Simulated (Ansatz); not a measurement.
# Si3Sn: the band gap up the ladder of functionals

The task here is to estimate one member of a computed series from the others.

Program: Ansatz 0.2.0. PAW datasets, plane waves. The cell comes from a prototype generator: it can be a known phase or a hypothetical one. Spin polarisation is off.

### The cell

The cell was relaxed beforehand with r2SCAN.

The symmetry is P-4m2 (No. 115, tetragonal); a = 4.038 Å, c = 5.749 Å in the conventional setting, 23.43 Å³ an atom. Around Si lie 2 Si at 2.40 Å and 2 Sn at 2.56 Å; around Si lie 4 Si at 2.40 Å; around Sn lie 4 Si at 2.56 Å.

The structure in full:

```cif
data_structure
_symmetry_space_group_name_H-M 'P-4m2'
_symmetry_Int_Tables_number 115
_cell_length_a 4.0376
_cell_length_b 4.0376
_cell_length_c 5.7486
_cell_angle_alpha 90.000
_cell_angle_beta 90.000
_cell_angle_gamma 90.000
_cell_volume 93.72
loop_
_atom_site_label
_atom_site_type_symbol
_atom_site_symmetry_multiplicity
_atom_site_Wyckoff_symbol
_atom_site_fract_x
_atom_site_fract_y
_atom_site_fract_z
_atom_site_occupancy
Si1 Si 2 g 0.50000 0.00000 0.77460 1
Si2 Si 1 b 0.50000 0.50000 0.00000 1
Sn1 Sn 1 d 0.00000 0.00000 0.50000 1
```

Set-up of the first run:

The input, input.yaml:

```yaml
crystal:
  lattice:
    - [4.0376389216, 0.0, 0.0]
    - [0.0, 4.0376389216, 0.0]
    - [0.0, 0.0, 5.7486207076]
  atoms:
    - { symbol: Si, position: [0.5, 0.0, 0.7746010647] }
    - { symbol: Si, position: [0.5, 0.5, 0.0] }
    - { symbol: Si, position: [0.0, 0.5, 0.2253989353] }
    - { symbol: Sn, position: [0.0, 0.0, 0.5] }
kpoints:
  mp_grid: { grid: [6, 6, 4] }
  band_path:
    path:
      - [[0.0, 0.0, 0.0], [0.0, 0.5, 0.0], [0.5, 0.5, 0.0], [0.0, 0.0, 0.0], [0.0, 0.0, 0.5], [0.0, 0.5, 0.5], [0.5, 0.5, 0.5], [0.0, 0.0, 0.5]]
      - [[0.0, 0.5, 0.0], [0.0, 0.5, 0.5]]
      - [[0.5, 0.5, 0.0], [0.5, 0.5, 0.5]]
    npoints: 10
hamiltonian:
  xc: pbe
scf:
  occupations: { method: fermi_dirac, width: 0.02 }
  n_extra_bands: 5
output:
  forces: true
  stress: true
  eigenvalues: true
```

Started as:

```bash
ansatz run input.yaml --threads 2 --pin off --max-ram 2211MiB --backend cpu --events-out ev --progress --plain --runs-dir out
```

Steps of the session up to this table: PBE bands along the symmetry lines; Single point with r2SCAN; HSE06; PBE+SOC at the same geometry; Quasiparticle levels, G0W0@PBE; Single point with PBE0.

One table of the session follows, with a row left open; its other results are not shown here.

| level | gap (eV) |
| --- | --- |
| PBE | 0.23 |
| r2SCAN | ? |
| HSE06 | 0.76 |
| PBE+SOC | 0.16 |
| G0W0@PBE (279 empty bands) | 0.60 |
| PBE0 | 1.39 |

**Question.** Estimate the row for r2SCAN.

The run gave: gap (eV): 0.40. In the column «gap (eV)» it lies between PBE (0.23) and G0W0@PBE (279 empty bands) (0.60).

Meshes: PBE 6×6×4, r2SCAN 6×6×4, HSE06 4×4×4, PBE+SOC 6×6×4, PBE0 4×4×4

What this shows: The gap runs from 0.16 eV (PBE+SOC) to 1.39 eV (PBE0). Against G0W0@PBE, PBE is short by 0.37 eV, at 38 % of it, and r2SCAN 66 %. PBE0 lies 0.64 eV above HSE06, which differs from it by screening the long-range exchange. No extrapolation in bands, cutoff or mesh was made for G0W0.

To keep in mind: Warnings in the runs' records: stress scf threshold loose, stress exchange threshold loose.
